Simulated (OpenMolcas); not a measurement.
**Nb³⁺ among point charges: CASSCF and CASPT2 levels and susceptibility**

Aim: the splitting of the states of Nb³⁺ in the field of 3 point charges, its lowest levels with spin-orbit coupling and its magnetic susceptibility.

Program: OpenMolcas 26.06. Level of theory: state-averaged CASSCF and CASPT2, spin-orbit coupling by RASSI with atomic mean-field integrals. These are calculated values, not measurements, unless marked.

### 1 The atom as given

- Species: Nb³⁺ (niobium, Z = 41, 38 electrons)
- Basis: ANO-RCC-VDZP [6s5p3d1f], 43 functions
- Scalar Hamiltonian: DKH2, point nucleus
- Inactive shells: 1s 2s 2p 3s 3p 3d 4s 4p
- Active space: 2 electrons in 5 orbitals (4d)
- Some configurations of this space: 4d2
- Orbitals: optimised for each spin and parity, averaged over all roots

The outer shells:

4d2
```
4d [↑ ][↑ ][  ][  ][  ]
```

The ion sits among 3 point charges of -2.5 e arranged as a planar triangle (D3h), 2.07 Å from the ion.

Each step is its own input file, run in one work folder so that later steps find the files of earlier ones. Labels, J, g values, rates, χT and fits are worked out afterwards by a script from the matrices that RASSI stores.

### 2 One- and two-electron integrals

Input file a.inp:

```
&GATEWAY
Coord
1

Nb 0.0 0.0 0.0
Basis=ANO-RCC-VDZP
Group=NoSym
NoMove
AngMom=0.0 0.0 0.0
AMFI
XField
3 Angstrom 0
2.070000 0.000000 0.000000 -2.500000
-1.035000 1.792673 0.000000 -2.500000
-1.035000 -1.792673 0.000000 -2.500000
&SEWARD
```

Started as:

```console
OMP_NUM_THREADS=1 MOLCAS_MEM=1689 MOLCAS_PROJECT=a pymolcas a.inp > a.log
```

### 3 CASSCF: triplets, 10 roots

Input file a.inp:

```
&RASSCF
FileOrb=start.orb
Symmetry=1
Spin=3
nActEl=2 0 0
Inactive=18
Ras2=5
CIRoot=10 10 1
SDav=10
CIMx=300
Iter=120 100
PrWF=0.3
OrbListing=Nothing
MaxOrb=0
>>> COPY $Project.JobIph JOB001
```

start.orb holds the contracted functions of the basis, ordered by shell, or the orbitals of the step before.

### 4 CASSCF: singlets, 15 roots

Input file a.inp:

```
&RASSCF
FileOrb=start.orb
Symmetry=1
Spin=1
nActEl=2 0 0
Inactive=18
Ras2=5
CIRoot=15 15 1
SDav=15
CIMx=300
Iter=120 100
PrWF=0.3
OrbListing=Nothing
MaxOrb=0
>>> COPY $Project.JobIph JOB002
```

### 5 State interaction with spin-orbit coupling

Input file a.inp:

```
&RASSI
NrOfJobIphs=2 10 15
1 2 3 4 5 6 7 8 9 10
1 2 3 4 5 6 7 8 9 10 11 12 13 14 15
IphNames
JOB001
JOB002
EJob
SpinOrbit
DIPRint=1.0
SOCoupling=1000.0
Subsets=2
Property=9
'ANGMOM' 1 'ANGMOM' 2 'ANGMOM' 3 'MLTPL  1' 1 'MLTPL  1' 2 'MLTPL  1' 3
'AMFI' 1 'AMFI' 2 'AMFI' 3
SOProperty=3
'ANGMOM' 1 'ANGMOM' 2 'ANGMOM' 3
```

### 6 CASPT2: IPEA 0.25, imaginary shift 0.1 (closed shells correlated: 4s 4p)

Input file a.inp:

```
>>> COPY JOB001 $Project.JobIph
&CASPT2
Multistate=10 1 2 3 4 5 6 7 8 9 10
NoMult
Frozen=14
IPEA=0.25
Imaginary=0.1
MaxIter=60
WThr=0.0 0.3 0.05
PrWF=0.5
NoMix
>>> COPY JOB002 $Project.JobIph
&CASPT2
Multistate=15 1 2 3 4 5 6 7 8 9 10 11 12 13 14 15
NoMult
Frozen=14
IPEA=0.25
Imaginary=0.1
MaxIter=60
WThr=0.0 0.3 0.05
PrWF=0.5
NoMix
```

(Steps that only read results are left out.)

Before running it: what results should come out? Wanted: spin-free ground state; first state of the same spin within the active space; lowest level; next level.

The runs gave:

| quantity | value |
| --- | --- |
| method | SS-CASPT2, IPEA 0.25, imaginary shift 0.1 (closed shells correlated: 4s 4p) |
| spin-free ground state | 1A1, 1-fold in its orbital part |
| first state of the same spin within the active space | 1E at 7340 cm⁻¹ |
| lowest level | 1-fold A1 |
| next level | 808.1 cm⁻¹ |
| χT at 300 K | 0.18 cm³ K/mol |
| effective moment at 300 K | 1.19 μB |

Cost by method:

```tsv
method	time of its own steps	time with the reference
A. CASSCF	6.1 s	6.1 s
B. SS-CASPT2, IPEA 0.25, imaginary shift 0.1, +4s 4p	2.8 s	8.9 s
```

Times are of one thread on a shared host.

The spin-free ground state (1A1) comes to 62 % from free-ion G terms and has less than the highest spin computed. CASPT2 does not keep the components of a term degenerate, and the means are used. The field of point charges can differ much from that of real complexes. Point charges carry no covalency, so the field is a model and not that of real ligands.
